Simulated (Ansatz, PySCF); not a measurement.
## PbCl4 in two programs

PbCl4 (singlet), relaxed with PySCF 2.14.0, RKS PBE, Pb def2-SVP with ECP60, Cl def2-SVP; non-relativistic Hamiltonian with scalar-relativistic core potentials where named; density fitting; no spin-orbit coupling:

```xyz
5

Pb    0.0049    0.2343    0.0000
Cl   -0.0248   -1.1924    1.9902
Cl   -0.0248   -1.1924   -1.9902
Cl    2.0250    1.6183    0.0000
Cl   -1.9560    1.7011    0.0000
```

There the HOMO–LUMO gap is 2.20 eV. 

The same geometry by Ansatz 0.2.0 (PBE, PAW, a periodic box with 9 Å of vacuum):

| spin-orbit coupling | gap (eV) | largest force component (eV/Å) |
| --- | --- | --- |
| without | 2.26 | 0.28 |

Question: What does the run with spin-orbit coupling give?

Answer: gap (eV): 2.27, largest force component (eV/Å): 0.33. It took 23 s on 2 threads of Arm Neoverse V1, with other jobs on the host, peak memory 2.4 GiB.

The spin-orbit runs use fully relativistic datasets of their own, so changes of a few hundredths of an eV needn't come from the coupling.
